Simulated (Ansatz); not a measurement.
# WSi2: the cost of one run

Program: Ansatz 0.2.0. Level of theory: DFT PBE with spin–orbit coupling, plane waves, PAW. These are calculated values, not measurements.

4 further runs of the same task are left out: 1 that didn't finish, 3 set aside as unsound or not needed.

## Step 1: The structure to begin with

It takes space group I4/mmm (No. 139, tetragonal). Conventional cell: a = 3.219 Å, b = 3.219 Å, c = 7.846 Å, α = 90.00°, β = 90.00°, γ = 90.00°. Around Si (site symmetry 4mm) lie 5 Si at 2.60 to 2.63 Å and 5 W at 2.62 Å. W (site symmetry 4/mmm) has 10 Si at 2.62 Å as nearest neighbours.

As a file:

```cif
data_structure
_symmetry_space_group_name_H-M 'I4/mmm'
_symmetry_Int_Tables_number 139
_cell_length_a 3.2190
_cell_length_b 3.2190
_cell_length_c 7.8459
_cell_angle_alpha 90.000
_cell_angle_beta 90.000
_cell_angle_gamma 90.000
_cell_volume 81.30
loop_
_atom_site_label
_atom_site_type_symbol
_atom_site_symmetry_multiplicity
_atom_site_Wyckoff_symbol
_atom_site_fract_x
_atom_site_fract_y
_atom_site_fract_z
_atom_site_occupancy
Si1 Si 4 e 0.00000 0.00000 0.33447 1
W1 W 2 a 0.00000 0.00000 0.00000 1
```

Origin of the cell: volume kept, shape and atoms relaxed. At PBE, without spin–orbit coupling, an earlier run found 2.02 GPa for this cell of 13.550 Å³/atom (14×14×14 mesh), no gap.

## Step 2: Spin-orbit coupling: topological invariants

input.yaml reads:

```yaml
crystal:
  lattice:
    - [-1.6094845723, 1.6094845723, 3.9229620029]
    - [1.6094845723, -1.6094845723, 3.9229620029]
    - [1.6094845723, 1.6094845723, -3.9229620029]
  atoms:
    - { symbol: Si, position: [0.3344725105, 0.3344725105, 0.0] }
    - { symbol: Si, position: [0.6655274895, 0.6655274895, 0.0] }
    - { symbol: W, position: [0.0, 0.0, 0.0] }
basis:
  ecutwfc: 420
  ecutrho_ratio: 4
kpoints:
  mp_grid: { grid: [8, 8, 8] }
hamiltonian:
  xc: pbe
scf:
  occupations: { method: gaussian, width: 0.05 }
output:
  forces: true
  stress: true
  eigenvalues: true
  populations: true
  topological_invariants: true
magnetization:
  noncollinear: true
  spin_orbit: true
```

On the command line:

```sh
$ ansatz run input.yaml --threads 4 --pin off --max-ram 9216MiB --backend cpu --events-out ev --progress --plain --runs-dir out
```

What time and memory should one allow on 4 threads of Arm Neoverse V1, shared host?

About 2.1 min, with a peak of 0.9 GiB.
